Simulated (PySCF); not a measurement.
# C5H9Br (SMILES BrC1CCCC1) at 6 levels

Wanted: a comparison of 6 runs (HF/3-21G, B2PLYP/6-31G*, B3LYP/6-31G*, CAM-B3LYP/6-31G*, wB97M-V/6-31G*, SCS-MP2/6-31G*) of C5H9Br. 

Program for the calculation: PySCF 2.14.0.

4 further runs of the same task are left out: 4 set aside as unsound or not needed.

**1. The molecule**

C5H9Br: 15 atoms, total charge 0, spin state singlet. SMILES: `BrC1CCCC1`. The shape is that of a GFN2-xTB optimisation. This is one conformer, not always the lowest.

Bond lengths: Br1–C2 1.958 Å, C2–C3 1.521 Å, C3–C4 1.534 Å, C4–C5 1.544 Å, C2–C6 1.520 Å, C5–C6 1.534 Å, C2–H7 1.092 Å, C3–H8 1.089 Å, C3–H9 1.092 Å, C4–H10 1.089 Å, C4–H11 1.090 Å, C5–H12 1.089 Å, C5–H13 1.090 Å, C6–H14 1.089 Å, C6–H15 1.092 Å. Some angles: Br1–C2–C3 112.5°, Br1–C2–C6 112.6°, C3–C2–C6 103.5°, C2–C3–C4 103.0°, C3–C4–C5 106.0°, C4–C5–C6 106.0°, C2–C6–C5 103.1°, Br1–C2–H7 105.6°, C3–C2–H7 111.4°, C6–C2–H7 111.4°.

**2. The energy at HF/3-21G (run 1)**

Contents of calc.py:

```python
from pyscf import gto, scf

mol = gto.Mole()
mol.atom = '''
Br      -2.685160      -1.349630       0.379240
C       -0.992800      -0.624070      -0.287680
C        0.208830      -1.147540       0.483310
C        1.319150      -0.160320       0.103530
C        0.605480       1.154120      -0.280990
C       -0.894830       0.883360      -0.115490
H       -0.946010      -0.909460      -1.340200
H        0.454680      -2.178090       0.231460
H        0.002940      -1.095900       1.554000
H        2.013360      -0.016400       0.929610
H        1.888170      -0.542400      -0.744050
H        0.923900       1.985010       0.346110
H        0.828640       1.415720      -1.315360
H       -1.504890       1.429940      -0.833290
H       -1.221460       1.155660       0.889810
'''
mol.charge = 0
mol.spin = 0
mol.max_memory = 1860
mol.verbose = 3
mol.basis = '3-21g'
mol.build()

hf = scf.RHF(mol)
hf.conv_tol = 1e-10
hf.kernel()
if not hf.converged:
    hf = hf.newton().run(hf.mo_coeff, hf.mo_occ)

energy = hf.e_tot
print('E(%s) = %.9f' % ('HF', energy))
```

The run is started by

```sh
$ OMP_NUM_THREADS=1 python calc.py
```

Log:

```text
converged SCF energy = -2753.56421591792
E(HF) = -2753.564215918
```

Run time: 1.8 s. Hardware: 1 thread of Intel Xeon at 2.70GHz, shared host; peak memory 0.15 GiB.

**3. A single-point energy at B2PLYP/6-31G(d) (spherical functions) (run 2)**

Contents of job.py:

```python
from pyscf import gto, dft, mp

system = gto.Mole()
system.atom = '''
Br      -2.685160      -1.349630       0.379240
C       -0.992800      -0.624070      -0.287680
C        0.208830      -1.147540       0.483310
C        1.319150      -0.160320       0.103530
C        0.605480       1.154120      -0.280990
C       -0.894830       0.883360      -0.115490
H       -0.946010      -0.909460      -1.340200
H        0.454680      -2.178090       0.231460
H        0.002940      -1.095900       1.554000
H        2.013360      -0.016400       0.929610
H        1.888170      -0.542400      -0.744050
H        0.923900       1.985010       0.346110
H        0.828640       1.415720      -1.315360
H       -1.504890       1.429940      -0.833290
H       -1.221460       1.155660       0.889810
'''
system.basis = '6-31g*'
system.verbose = 3
system.max_memory = 1860
system.build()

ks = dft.RKS(system)
ks.xc = '0.53*HF + 0.47*B88, 0.73*LYP'
ks.conv_tol = 1e-10
ks.grids.level = 5
ks.kernel()
if not ks.converged:
    ks = ks.newton().run(ks.mo_coeff, ks.mo_occ)

pt = mp.MP2(ks, frozen=14).run()
e_tot = ks.e_tot + 0.27 * pt.e_corr
print('PT2 part  %.8f' % (0.27 * pt.e_corr))
print('E = %.10f Eh' % e_tot)
```

The run is started by

```sh
$ OMP_NUM_THREADS=1 python job.py
```

Log:

```text
converged SCF energy = -2768.86154108346
E(RMP2) = -2769.94552106969  E_corr = -1.08397998623558
E(SCS-RMP2) = -2769.91062395413  E_corr = -1.04908287067207
PT2 part  -0.29267460
E = -2769.1542156797 Eh
```

It took 43 s on 1 thread of Intel Xeon at 2.70GHz, shared host; peak memory 0.7 GiB.

Run 3 isn't shown in full; the table further down has it.

**4. The energy at CAM-B3LYP/6-31G(d) (spherical functions) (run 4)**

Contents of input.xyz:

```xyz
15

Br    -2.685160    -1.349630     0.379240
C     -0.992800    -0.624070    -0.287680
C      0.208830    -1.147540     0.483310
C      1.319150    -0.160320     0.103530
C      0.605480     1.154120    -0.280990
C     -0.894830     0.883360    -0.115490
H     -0.946010    -0.909460    -1.340200
H      0.454680    -2.178090     0.231460
H      0.002940    -1.095900     1.554000
H      2.013360    -0.016400     0.929610
H      1.888170    -0.542400    -0.744050
H      0.923900     1.985010     0.346110
H      0.828640     1.415720    -1.315360
H     -1.504890     1.429940    -0.833290
H     -1.221460     1.155660     0.889810
```

Contents of input.py:

```python
from pyscf import gto, dft

molecule = gto.M(
    atom='input.xyz',
    verbose=4,
    basis='6-31g*',
    spin=0,
    max_memory=1860,
)

calc0 = dft.RKS(molecule)
calc0.xc = 'cam-b3lyp'
calc0.grids.level = 5
calc0.conv_tol = 1e-10
calc0.kernel()
if not calc0.converged:
    calc0 = calc0.newton().run(calc0.mo_coeff, calc0.mo_occ)

e_final = calc0.e_tot
print('E = %.10f Eh' % e_final)
```

The run is started by

```sh
$ OMP_NUM_THREADS=1 python input.py
```

Log:

```text
PySCF version 2.14.0

[... 83 lines left out ...]
converged SCF energy = -2769.8045675954
E = -2769.8045675954 Eh
```

Run time: 1.8 min. Hardware: 1 thread of Intel Xeon at 2.70GHz, shared host; peak memory 0.7 GiB.

Run 5 isn't shown in full; the table further down has it.

**5. The energy at SCS-MP2/6-31G(d) (spherical functions) (run 6)**

Contents of run.py:

```python
from pyscf import gto, scf, mp

molecule = gto.Mole()
molecule.atom = '''
Br  -2.685160  -1.349630   0.379240
C   -0.992800  -0.624070  -0.287680
C    0.208830  -1.147540   0.483310
C    1.319150  -0.160320   0.103530
C    0.605480   1.154120  -0.280990
C   -0.894830   0.883360  -0.115490
H   -0.946010  -0.909460  -1.340200
H    0.454680  -2.178090   0.231460
H    0.002940  -1.095900   1.554000
H    2.013360  -0.016400   0.929610
H    1.888170  -0.542400  -0.744050
H    0.923900   1.985010   0.346110
H    0.828640   1.415720  -1.315360
H   -1.504890   1.429940  -0.833290
H   -1.221460   1.155660   0.889810
'''
molecule.max_memory = 1860
molecule.verbose = 4
molecule.charge = 0
molecule.spin = 0
molecule.basis = '6-31g*'
molecule.build()

calc0 = scf.RHF(molecule)
calc0.conv_tol = 1e-10
calc0.kernel()
if not calc0.converged:
    calc0 = calc0.newton().run(calc0.mo_coeff, calc0.mo_occ)

pt = mp.MP2(calc0, frozen=14).run()
energy = calc0.e_tot + 1.2 * pt.e_corr_os + pt.e_corr_ss / 3
print('E = %.10f Eh' % energy)
```

The run is started by

```sh
$ OMP_NUM_THREADS=1 python run.py
```

Log:

```text
PySCF version 2.14.0

[... 69 lines left out ...]
converged SCF energy = -2766.68696281883
[... 1 line left out ...]
******** <class 'pyscf.mp.mp2.RMP2'> ********
nocc = 23, nmo = 106
frozen orbitals 14
E(RMP2) = -2767.58667007142  E_corr = -0.899707252597528
E(SCS-RMP2) = -2767.5572783472  E_corr = -0.870315528376089
E_corr(same-spin) = -0.241538278547243
E_corr(oppo-spin) = -0.658168974050285
E = -2767.5572783472 Eh
```

Run time: 8.7 s. Hardware: 1 thread of Intel Xeon at 2.70GHz, shared host; peak memory 0.45 GiB.

**6. All runs side by side**

| run | level | frozen core orbitals | integration grid | energy (Eh) | dipole moment (D) of the reference | HOMO energy (eV) | LUMO energy (eV) | wall time |
| --- | --- | --- | --- | --- | --- | --- | --- | --- |
| 1 | HF/3-21G | – | – | -2753.564216 | 2.45 | -10.23 | 4.73 | 1.8 s |
| 2 | B2PLYP/6-31G* (spherical functions) | 14 | 5 | -2769.154216 | 2.61 | -8.62 | 1.80 | 43 s |
| 3 | B3LYP/6-31G* (spherical functions) | – | 5 | -2769.829036 | 2.53 | -7.25 | 0.11 | 54 s |
| 4 | CAM-B3LYP/6-31G* (spherical functions) | – | 5 | -2769.804568 | 2.54 | -8.87 | 1.52 | 1.8 min |
| 5 | wB97M-V/6-31G* (spherical functions) | – | 5 | -2769.552558 | 2.51 | -9.78 | 2.45 | 4.8 min |
| 6 | SCS-MP2/6-31G* (spherical functions) | 14 | – | -2767.557278 | 2.75 | -10.53 | 4.23 | 8.7 s |

**7. Results**

```
                                           quantity           value
                                run 6: total energy  -2767.55728 Eh
        run 6: dipole moment (Hartree–Fock density)          2.75 D
         run 6: HOMO energy (Hartree–Fock orbitals)       -10.53 eV
         run 6: LUMO energy (Hartree–Fock orbitals)         4.23 eV
       run 6: HOMO–LUMO gap (Hartree–Fock orbitals)        14.75 eV
run 6: correlation energy (14 core orbitals frozen)      -870.3 mEh
```

**Reading.** Over runs 1, 2, 3, 4, 5 the dipole moment (its size) runs from 2.45 D (HF/3-21G) to 2.61 D (B2PLYP/6-31G*). The two ends differ in method and basis. A double hybrid's value is that of its SCF part. Over runs 1, 2, 3, 4, 5 the HOMO–LUMO gap runs from 7.36 eV (B3LYP/6-31G*) to 14.97 eV (HF/3-21G). Totals of different functionals can't be ranked against each other. All runs together took 8.4 min, the longest 4.8 min.
